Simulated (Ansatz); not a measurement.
# C₂H₂BCl: an energy map over bond length C2–B3 and bond length B3–Cl4

How does the energy of C2H2BCl, SMILES C#CBCl change over two coordinates at once? A grid of runs gives the map.

Method: RKS PBE0-D4/def2-TZVP; program: Ansatz 0.2.0.

**1. The system as given**

SMILES `C#CBCl`, 6 atoms, charge 0, spin multiplicity 1.

Atoms are counted from 1 here; the program's logs count them from 0.

Bond lengths: C1–C2 1.231 Å, C1–H5 1.083 Å, C2–B3 1.513 Å, B3–Cl4 1.758 Å, B3–H6 1.212 Å. Angles: C2–C1–H5 179.5°, C1–C2–B3 178.4°, C2–B3–Cl4 120.4°, C2–B3–H6 122.0°, Cl4–B3–H6 117.6°.

Geometry (Å):

```xyz
6
charge 0, multiplicity 1
C     0.0856    1.2903   -1.0280
C     0.0551    0.3401   -0.2456
B     0.0485   -0.8090    0.7391
Cl   -1.0217   -2.1825    0.4952
H     0.1061    2.1217   -1.7213
H     0.7684   -0.8244    1.7145
```

This geometry comes from a loose relaxation at PBE in a small basis, which is not shown.

**2. Relaxing the molecule**

Input file input.yaml:

```yaml
crystal:
  periodic: [false, false, false]
  atoms:
    - { symbol: C, position_ang: [0.085627, 1.290296, -1.028033] }
    - { symbol: C, position_ang: [0.055072, 0.340103, -0.2456] }
    - { symbol: B, position_ang: [0.048522, -0.809028, 0.739056] }
    - { symbol: Cl, position_ang: [-1.021672, -2.182488, 0.495195] }
    - { symbol: H, position_ang: [0.106107, 2.121715, -1.72134] }
    - { symbol: H, position_ang: [0.768444, -0.824398, 1.714521] }
basis:
  gaussian: { orbitals: def2-TZVP }
hamiltonian:
  xc: pbe0
  dispersion: d4
output:
  forces: true
relax:
  f_tol: 0.003
  max_steps: 120
```

The run is started by

```
$ ansatz run input.yaml --threads 1 --pin off --max-ram 2560MiB --backend cpu --events-out ev --progress --plain --runs-dir out
```

What it wrote, shortened:

```text
Warning: RAYON_NUM_THREADS=1 ignored (pool sized by the plan → 1); use --threads N
[...]
Functional definition: PBE0
[...]
885 factors; their error is unknown
[...]
mean field -15298.09722962 eV, -562.1947037657 hartree, gradient 1.9e-5 eV, S^2 0.000000; 0 other end points of the search recorded, 0 dependent functions left out
[...]
reference -15298.09725791 eV, -562.1947048055 hartree; 18, 18 occupied and 124, 124 virtual orbitals, 885 factors
relax step   1: F+E_penalty+E_count = -15298.18769008 eV  Δ(F+E_penalty+E_count) = +0.000e0 eV  max|allowed force component| = 1.544e0 eV/Å  Δτ_max = 0.0000 Å  (29 SCF iters, accepted)
[...]
relax step   3: F+E_penalty+E_count = -15298.23278559 eV  Δ(F+E_penalty+E_count) = -1.493e-3 eV  max|allowed force component| = 6.633e-2 eV/Å  Δτ_max = 0.0061 Å  (33 SCF iters, accepted)
[...]
relax step   4: F+E_penalty+E_count = -15298.23291913 eV  Δ(F+E_penalty+E_count) = -1.335e-4 eV  max|allowed force component| = 2.632e-3 eV/Å  Δτ_max = 0.0023 Å  (33 SCF iters, accepted)
885 factors; their error is unknown
[...]
mean field -15298.14175882 eV, -562.1963401837 hartree, gradient 2.2e-5 eV, S^2 0.000000; 1 other end points of the search recorded, 0 dependent functions left out
[...]
reference -15298.14178698 eV, -562.1963412184 hartree; 18, 18 occupied and 124, 124 virtual orbitals, 885 factors
Total energy: -15298.23294729 eV, -562.1996912982 hartree
Atom 0 at     0.084704     1.273072    -1.014447 Å, force    -0.001380    -0.001636    -0.000475 eV/Å
Atom 1 at     0.055966     0.342098    -0.246634 Å, force     0.000261    -0.001061    -0.000132 eV/Å
Atom 2 at     0.050633    -0.799719     0.733588 Å, force    -0.002507    -0.001824    -0.000922 eV/Å
Atom 3 at    -1.011550    -2.158445     0.488221 Å, force     0.001581     0.002632    -0.000149 eV/Å
Atom 4 at     0.104482     2.091631    -1.697081 Å, force     0.000817     0.001286     0.000571 eV/Å
Atom 5 at     0.757865    -0.812437     1.690153 Å, force     0.001227     0.000602     0.001107 eV/Å
Dipole moment:     0.076275     0.269793    -0.131625 e Å
```

It took 37 s on 1 thread of Arm Neoverse N1, shared host; peak memory 0.24 GiB.

The steps of the relaxation:

```csv
step,energy from step 1 (eV),largest force component (eV/Å)
1,0.0000,1.5444
2,-0.0436,0.1565
3,-0.0451,0.0663
4,-0.0452,0.0026
```

Close pairs (by a distance rule), those that changed most:

```csv
bond,before (Å),after (Å),change (Å)
C1–C2,1.231,1.207,-0.024
B3–H6,1.212,1.190,-0.023
C1–H5,1.083,1.066,-0.017
B3–Cl4,1.758,1.742,-0.016
C2–B3,1.513,1.505,-0.008
```

**3. Setting up the map**

First coordinate, bond length C2–B3: 15 values from 1.294 to 2.107 Å. Second coordinate, bond length B3–Cl4: 15 values from 1.498 to 2.439 Å.

Nothing else is relaxed (all other coordinates rigid). Energies count from the relaxed molecule at the same level.

Below, 3 of the grid's runs; all are launched alike.

**4. The run at bond length C2–B3 = 1.817 Å, bond length B3–Cl4 = 1.968 Å**

Input file input.yaml:

```yaml
crystal:
  periodic: [false, false, false]
  atoms:
    - { symbol: C, position_ang: [0.084704, 1.273072, -1.014447] }
    - { symbol: C, position_ang: [0.055966, 0.342098, -0.246634] }
    - { symbol: B, position_ang: [0.049527, -1.036554, 0.936905] }
    - { symbol: Cl, position_ang: [-1.150458, -2.571553, 0.659705] }
    - { symbol: H, position_ang: [0.104482, 2.091631, -1.697081] }
    - { symbol: H, position_ang: [0.756759, -1.049272, 1.89347] }
basis:
  gaussian: { orbitals: def2-TZVP }
hamiltonian:
  xc: pbe0
  dispersion: d4
output:
  forces: true
```

The run is started by

```
$ ansatz run input.yaml --threads 1 --pin off --max-ram 2560MiB --backend cpu --events-out ev --progress --plain --runs-dir out
```

What it wrote, shortened:

```text
Warning: RAYON_NUM_THREADS=1 ignored (pool sized by the plan → 1); use --threads N
[...]
Functional definition: PBE0
[...]
885 factors; their error is unknown
[...]
mean field -15296.70166747 eV, -562.1434178026 hartree, gradient 1.8e-5 eV, S^2 0.000000; 0 other end points of the search recorded, 0 dependent functions left out
[...]
reference -15296.70169648 eV, -562.1434188687 hartree; 18, 18 occupied and 124, 124 virtual orbitals, 885 factors
Total energy: -15296.78602430 eV, -562.1465178591 hartree
Atom 0 at     0.084704     1.273072    -1.014447 Å, force    -0.010274    -0.174012     0.136633 eV/Å
Atom 1 at     0.055966     0.342098    -0.246634 Å, force    -0.132674    -3.570484     2.908889 eV/Å
Atom 2 at     0.049527    -1.036554     0.936905 Å, force    -1.876230     0.888845    -3.276815 eV/Å
Atom 3 at    -1.150458    -2.571553     0.659705 Å, force     2.149890     2.873976     0.389535 eV/Å
Atom 4 at     0.104482     2.091631    -1.697081 Å, force     0.004743    -0.000980     0.007862 eV/Å
Atom 5 at     0.756759    -1.049272     1.893470 Å, force    -0.135456    -0.017346    -0.166104 eV/Å
Dipole moment:     0.167762     0.238682     0.017616 e Å
```

Run time: 6.4 s. Hardware: 1 thread of Arm Neoverse N1, shared host; peak memory 0.22 GiB.

That is 140 kJ/mol from the zero.

**5. The run at bond length C2–B3 = 1.468 Å, bond length B3–Cl4 = 2.439 Å**

Input file input.yaml:

```yaml
crystal:
  periodic: [false, false, false]
  atoms:
    - { symbol: C, position_ang: [0.084704, 1.273072, -1.014447] }
    - { symbol: C, position_ang: [0.055966, 0.342098, -0.246634] }
    - { symbol: B, position_ang: [0.050764, -0.77175, 0.709577] }
    - { symbol: Cl, position_ang: [-1.436412, -2.674119, 0.366035] }
    - { symbol: H, position_ang: [0.104482, 2.091631, -1.697081] }
    - { symbol: H, position_ang: [0.757996, -0.784467, 1.666142] }
basis:
  gaussian: { orbitals: def2-TZVP }
hamiltonian:
  xc: pbe0
  dispersion: d4
output:
  forces: true
```

The run is started by

```
$ ansatz run input.yaml --threads 1 --pin off --max-ram 2560MiB --backend cpu --events-out ev --progress --plain --runs-dir out
```

What it wrote, shortened:

```text
Warning: RAYON_NUM_THREADS=1 ignored (pool sized by the plan → 1); use --threads N
[...]
Functional definition: PBE0
[...]
885 factors; their error is unknown
[...]
mean field -15295.97220570 eV, -562.1166105771 hartree, gradient 1.7e-5 eV, S^2 0.000000; 0 other end points of the search recorded, 0 dependent functions left out
[...]
reference -15295.97223484 eV, -562.1166116480 hartree; 18, 18 occupied and 124, 124 virtual orbitals, 885 factors
Total energy: -15296.06148982 eV, -562.1198917080 hartree
Atom 0 at     0.084704     1.273072    -1.014447 Å, force     0.005706     0.115827    -0.092797 eV/Å
Atom 1 at     0.055966     0.342098    -0.246634 Å, force    -0.519460    -0.393174    -0.355565 eV/Å
Atom 2 at     0.050764    -0.771750     0.709577 Å, force    -1.325105    -1.974068    -0.064098 eV/Å
Atom 3 at    -1.436412    -2.674119     0.366035 Å, force     2.221774     2.869030     0.489920 eV/Å
Atom 4 at     0.104482     2.091631    -1.697081 Å, force     0.019848     0.045827    -0.012580 eV/Å
Atom 5 at     0.757996    -0.784467     1.666142 Å, force    -0.402763    -0.663441     0.035121 eV/Å
Dipole moment:     0.465841     0.927907    -0.179895 e Å
```

Run time: 6.6 s. Hardware: 1 thread of Arm Neoverse N1, shared host; peak memory 0.22 GiB.

On the map this point reads 210 kJ/mol.

**6. The run at bond length C2–B3 = 1.526 Å, bond length B3–Cl4 = 1.767 Å**

Input file input.yaml:

```yaml
crystal:
  periodic: [false, false, false]
  atoms:
    - { symbol: C, position_ang: [0.084704, 1.273072, -1.014447] }
    - { symbol: C, position_ang: [0.055966, 0.342098, -0.246634] }
    - { symbol: B, position_ang: [0.050558, -0.815757, 0.747357] }
    - { symbol: Cl, position_ang: [-1.026867, -2.19398, 0.498468] }
    - { symbol: H, position_ang: [0.104482, 2.091631, -1.697081] }
    - { symbol: H, position_ang: [0.75779, -0.828475, 1.703921] }
basis:
  gaussian: { orbitals: def2-TZVP }
hamiltonian:
  xc: pbe0
  dispersion: d4
output:
  forces: true
```

The run is started by

```
$ ansatz run input.yaml --threads 1 --pin off --max-ram 2560MiB --backend cpu --events-out ev --progress --plain --runs-dir out
```

What it wrote, shortened:

```text
Warning: RAYON_NUM_THREADS=1 ignored (pool sized by the plan → 1); use --threads N
[...]
Functional definition: PBE0
[...]
885 factors; their error is unknown
[...]
mean field -15298.12760579 eV, -562.1958200695 hartree, gradient 8.9e-6 eV, S^2 0.000000; 0 other end points of the search recorded, 0 dependent functions left out
[...]
reference -15298.12763404 eV, -562.1958211077 hartree; 18, 18 occupied and 124, 124 virtual orbitals, 885 factors
Total energy: -15298.21819296 eV, -562.1991490864 hartree
Atom 0 at     0.084704     1.273072    -1.014447 Å, force    -0.001160    -0.018970     0.014809 eV/Å
Atom 1 at     0.055966     0.342098    -0.246634 Å, force    -0.030510    -0.494582     0.385503 eV/Å
Atom 2 at     0.050558    -0.815757     0.747357 Å, force    -0.310100     0.045436    -0.453121 eV/Å
Atom 3 at    -1.026867    -2.193980     0.498468 Å, force     0.362164     0.481107     0.068258 eV/Å
Atom 4 at     0.104482     2.091631    -1.697081 Å, force     0.001578     0.001772     0.001173 eV/Å
Atom 5 at     0.757790    -0.828475     1.703921 Å, force    -0.021973    -0.014764    -0.016621 eV/Å
Dipole moment:     0.087343     0.277083    -0.123129 e Å
```

It took 6.6 s on 1 thread of Arm Neoverse N1, shared host; peak memory 0.23 GiB.

Energy on the map's scale: 1.4 kJ/mol.

**7. All points together**

225 points were computed. Energies in kJ/mol, from the relaxed molecule at the same level:

```tsv
bond length B3–Cl4 (Å) ↓, bond length C2–B3 (Å) →	1.294	1.352	1.410	1.468	1.526	1.584	1.642	1.700	1.759	1.817	1.875	1.933	1.991	2.049	2.107
2.439	280	238	216	210	214	227	246	269	296	325	355	386	416	447	477
2.372	258	215	193	186	190	202	221	244	271	299	329	359	390	420	450
2.304	234	191	169	161	164	176	195	217	244	272	301	331	362	392	422
2.237	211	168	144	136	139	151	169	191	217	245	274	304	334	364	393
2.170	188	144	120	111	114	125	143	165	190	218	246	276	305	335	365
2.103	165	121	96	87	89	100	117	138	164	191	219	248	277	307	336
2.036	144	99	74	64	65	75	92	113	138	164	192	221	250	279	308
1.968	124	78	53	42	43	52	68	89	113	140	167	196	224	253	281
1.901	108	61	35	24	24	33	48	68	92	118	145	173	201	229	257
1.834	97	49	22	10	9	18	32	52	75	100	127	154	182	210	237
1.767	92	44	15	3	1	9	23	42	65	89	115	142	169	196	223
1.700	96	47	18	5	3	9	23	41	63	87	112	138	165	191	218
1.633	114	64	34	19	16	22	35	52	73	97	121	147	173	199	225
1.565	150	99	68	52	48	54	65	82	102	124	148	173	198	223	248
1.498	210	158	126	109	104	108	119	134	153	175	198	222	246	270	295
```

On the same grid, dipole moment (D):

```
bond length B3–Cl4 (Å) ↓, bond length C2–B3 (Å) →  1.294  1.352  1.410  1.468  1.526  1.584  1.642  1.700  1.759  1.817  1.875  1.933  1.991  2.049  2.107
                                            2.439   5.74   5.52   5.29   5.06   4.83   4.59   4.36   4.13   3.91   3.70   3.50   3.31   3.14   2.98   2.85
                                            2.372   5.41   5.19   4.97   4.74   4.50   4.27   4.04   3.82   3.59   3.39   3.19   3.01   2.84   2.69   2.57
                                            2.304   5.07   4.86   4.63   4.40   4.17   3.94   3.71   3.49   3.27   3.06   2.87   2.69   2.54   2.40   2.28
                                            2.237   4.74   4.52   4.30   4.07   3.84   3.61   3.38   3.16   2.94   2.74   2.55   2.38   2.23   2.10   2.00
                                            2.170   4.40   4.18   3.96   3.73   3.50   3.28   3.05   2.83   2.61   2.41   2.23   2.06   1.92   1.81   1.72
                                            2.103   4.06   3.85   3.62   3.40   3.17   2.94   2.71   2.49   2.28   2.08   1.90   1.74   1.61   1.52   1.46
                                            2.036   3.73   3.51   3.29   3.06   2.83   2.60   2.38   2.16   1.94   1.75   1.57   1.42   1.31   1.25   1.24
                                            1.968   3.39   3.17   2.95   2.72   2.49   2.26   2.03   1.81   1.60   1.40   1.24   1.11   1.03   1.02   1.07
                                            1.901   3.05   2.84   2.62   2.39   2.16   1.93   1.70   1.47   1.26   1.07   0.91   0.82   0.80   0.87   1.00
                                            1.834   2.73   2.52   2.29   2.07   1.83   1.60   1.36   1.14   0.92   0.73   0.61   0.59   0.68   0.85   1.05
                                            1.767   2.42   2.20   1.98   1.75   1.52   1.28   1.04   0.80   0.58   0.41   0.38   0.51   0.72   0.96   1.21
                                            1.700   2.12   1.90   1.68   1.45   1.21   0.97   0.72   0.48   0.25   0.18   0.39   0.64   0.90   1.17   1.44
                                            1.633   1.83   1.62   1.41   1.18   0.94   0.70   0.45   0.19   0.09   0.35   0.62   0.89   1.16   1.44   1.71
                                            1.565   1.57   1.37   1.16   0.94   0.71   0.49   0.29   0.24   0.41   0.65   0.91   1.18   1.46   1.74   2.01
                                            1.498   1.35   1.16   0.96   0.77   0.58   0.44   0.41   0.52   0.72   0.96   1.22   1.49   1.76   2.04   2.32
```

**8. Outcome**

```
               quantity                                                                                                                                                             value
           lowest point                                                                                             bond length C2–B3 = 1.526 Å, bond length B3–Cl4 = 1.767 Å, 1.4 kJ/mol
 highest computed point                                                                            bond length C2–B3 = 2.107 Å, bond length B3–Cl4 = 2.439 Å, 476 kJ/mol above the lowest
      dipole moment (D)  0.09 at bond length C2–B3 = 1.759 Å, bond length B3–Cl4 = 1.633 Å to 5.74 at bond length C2–B3 = 1.294 Å, bond length B3–Cl4 = 2.439 Å; 1.52 at the lowest point
time for the whole task                                                                                                                                   25 min on 1 thread, shared host
```

The lowest computed point is at bond length C2–B3 = 1.526 Å, bond length B3–Cl4 = 1.767 Å, 1.4 kJ/mol from the relaxed molecule at the same level. The grid shows no well of another kind. The highest computed point, bond length C2–B3 = 2.107 Å, bond length B3–Cl4 = 2.439 Å, lies 476 kJ/mol above the lowest. Round the minimum the two coordinates are nearly uncoupled.
